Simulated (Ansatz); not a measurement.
# FH7OSi3: one species, many methods

The task here is to estimate one member of a computed series from the others.

Method: functionals in def2-TZVPP, the program's frozen cores in correlated methods; program: Ansatz 0.2.0, Gaussian basis.

Plan: LDA (SPW92), PBE-D4, revPBE-D4, BLYP-D4, r2SCAN-D4, B97M-V, PBE0-D4, B3LYP-D4, r2SCANh-D4, r2SCAN0-D4, HSE06-D4, BHLYP-D4, CAM-B3LYP-D4, LC-ωPBE, ωB97X-V, ωB97M-V, B2PLYP, PBE-QIDH; CCSD(T)/def2-SVP; CCSD(T)/def2-TZVPP; MP2/def2-QZVPP; extrapolation to the limit; RPA on PBE.

**Structure used throughout**

The geometry comes from an earlier relaxation with PBE0-D4 in a triple-zeta def2 set; it is a stationary point, not always the lowest conformer.

SMILES `F[SiH]([SiH3])O[SiH3]`, 12 atoms, charge 0, spin multiplicity 1.

Atoms are counted from 1 here; the program's logs count them from 0.

Bond lengths: F1–Si2 1.601 Å, Si2–Si3 2.346 Å, Si2–O4 1.623 Å, Si2–H6 1.482 Å, Si3–H7 1.488 Å, Si3–H8 1.487 Å, Si3–H9 1.487 Å, O4–Si5 1.640 Å, Si5–H10 1.482 Å, Si5–H11 1.487 Å, Si5–H12 1.483 Å. Angles: F1–Si2–Si3 108.0°, F1–Si2–O4 108.7°, F1–Si2–H6 106.7°, Si3–Si2–O4 111.3°, Si3–Si2–H6 114.4°, O4–Si2–H6 107.6°, Si2–Si3–H7 109.4°, Si2–Si3–H8 110.0°, Si2–Si3–H9 110.3°, H7–Si3–H8 108.9°, H7–Si3–H9 108.9°, H8–Si3–H9 109.2°, Si2–O4–Si5 148.0°, O4–Si5–H10 108.2°, O4–Si5–H11 109.7°, O4–Si5–H12 109.7°, H10–Si5–H11 109.7°, H10–Si5–H12 110.0° and more.

The first run:

Input file in.yaml:

```yaml
crystal:
  periodic: [false, false, false]
  atoms:
    - {symbol: F, position_ang: [-1.813173, -1.380895, -0.859270]}
    - {symbol: Si, position_ang: [-1.304676, -0.086598, -0.066625]}
    - {symbol: Si, position_ang: [-0.206363, 1.313935, -1.595433]}
    - {symbol: O, position_ang: [-0.304344, -0.562944, 1.119747]}
    - {symbol: Si, position_ang: [1.192923, -1.070905, 1.556502]}
    - {symbol: H, position_ang: [-2.498160, 0.519371, 0.569849]}
    - {symbol: H, position_ang: [0.315761, 2.511410, -0.882511]}
    - {symbol: H, position_ang: [-1.154327, 1.757352, -2.652078]}
    - {symbol: H, position_ang: [0.931864, 0.595933, -2.228889]}
    - {symbol: H, position_ang: [1.454749, -0.606302, 2.939391]}
    - {symbol: H, position_ang: [2.206503, -0.494024, 0.634116]}
    - {symbol: H, position_ang: [1.256142, -2.551630, 1.499201]}
basis:
  gaussian: {orbitals: def2-TZVPP}
hamiltonian: {xc: lda}
output: {orbitals: {seedname: orbitals}}
```

Run with:

```console
> ansatz run in.yaml --threads 4 --pin off --events-out ev --progress --plain --max-ram 10444MiB
```

Among the steps run: LDA; PBE-D4 (GGA); revPBE-D4 (GGA); BLYP-D4 (GGA); r2SCAN-D4 (meta-GGA); B97M-V (meta-GGA); B3LYP-D4 (hybrid); r2SCANh-D4 (hybrid); r2SCAN0-D4 (hybrid); HSE06-D4 (hybrid); BHLYP-D4 (hybrid); CAM-B3LYP-D4 (range-separated); LC-ωPBE (range-separated); ωB97X-V (range-separated); ωB97M-V (range-separated); B2PLYP (double hybrid); PBE-QIDH (double hybrid).

One table of the session follows, with a row left open; its other results are not shown here.

It belongs to the step «Orbital energies across the functionals». 

| functional | HOMO (eV) | gap (eV) |
| --- | --- | --- |
| LDA (SPW92) | -6.97 | 5.41 |
| PBE-D4 | -6.89 | 5.59 |
| revPBE-D4 | -6.85 | 5.67 |
| BLYP-D4 | -6.78 | 5.66 |
| r2SCAN-D4 | -7.18 | 6.17 |
| B97M-V | -7.31 | 6.05 |
| PBE0-D4 | -8.12 | 7.67 |
| B3LYP-D4 | -7.93 | 7.30 |
| r2SCANh-D4 | ? | ? |
| r2SCAN0-D4 | -8.31 | 8.02 |
| HSE06-D4 | -7.72 | 6.90 |
| BHLYP-D4 | -9.28 | 9.74 |
| CAM-B3LYP-D4 | -9.44 | 10.03 |
| LC-ωPBE | -10.73 | 12.46 |
| ωB97X-V | -10.42 | 12.00 |
| ωB97M-V | -10.20 | 11.48 |

Estimate the missing values for r2SCANh-D4.

Worked estimate for «HOMO (eV)». Against the share of exact exchange, r2SCAN-D4 (0, -7.18), r2SCAN0-D4 (0.25, -8.31) give a slope of -4.52 per unit share; at 0.1 the line stands at -7.63.

As computed: HOMO (eV): -7.63; gap (eV): 6.92. In «HOMO (eV)» the line misses by 0.00.
